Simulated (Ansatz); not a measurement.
# TiSi2: the cost of one run

Method: DFT r2SCAN, scalar-relativistic, plane waves, PAW, in Ansatz 0.2.0.

### Step 1. The starting structure

Symmetry: Fddd, No. 70, orthorhombic system. Conventional cell: a = 4.773 Å, b = 8.236 Å, c = 8.523 Å, α = 90.00°, β = 90.00°, γ = 90.00°. Around Ti (site symmetry 222) lie 10 Si at 2.54 to 2.75 Å. Si (site symmetry 2) is surrounded by 5 Ti at 2.54 to 2.75 Å and 5 Si at 2.54 to 2.75 Å.

As a file:

```
CELL_PARAMETERS angstrom
0.00000 4.11800 4.26150
2.38650 0.00000 4.26150
2.38650 4.11800 0.00000
ATOMIC_POSITIONS crystal
Ti 0.75000 0.75000 0.75000
Ti 0.50000 0.50000 0.50000
Si 0.08300 0.41700 0.08300
Si 0.41700 0.08300 0.41700
Si 0.16700 0.83300 0.16700
Si 0.83300 0.16700 0.83300
```

Source of the structure: the Crystallography Open Database.

(A quick probe on a coarse mesh, which set the mesh and smearing, is not shown.)

### Step 3. The relaxation

Contents of input.yaml:

```yaml
crystal:
  lattice:
    - [0.0, 4.118, 4.2615]
    - [2.3865, 0.0, 4.2615]
    - [2.3865, 4.118, 0.0]
  atoms:
    - { symbol: Ti, position: [0.75, 0.75, 0.75] }
    - { symbol: Ti, position: [0.5, 0.5, 0.5] }
    - { symbol: Si, position: [0.083, 0.417, 0.083] }
    - { symbol: Si, position: [0.417, 0.083, 0.417] }
    - { symbol: Si, position: [0.167, 0.833, 0.167] }
    - { symbol: Si, position: [0.833, 0.167, 0.833] }
basis:
  ecutwfc: 500
kpoints:
  mp_grid: { grid: [10, 10, 10] }
hamiltonian:
  xc: r2scan
scf:
  occupations: { method: gaussian, width: 0.1 }
output:
  forces: true
  stress: true
  eigenvalues: true
relax:
  adjacent_minimum: "off"
  f_tol: 0.005
  max_steps: 80
  cell: { stress_tol: 0.05 }
```

The run is started by

```
$ ansatz run input.yaml --threads 2 --pin off --max-ram 5120MiB --backend cpu --events-out ev --progress --plain --runs-dir out
```

What time and memory should one allow on 2 threads of Arm Neoverse V1, shared host?

About 2.5 min, with a peak of 0.92 GiB.
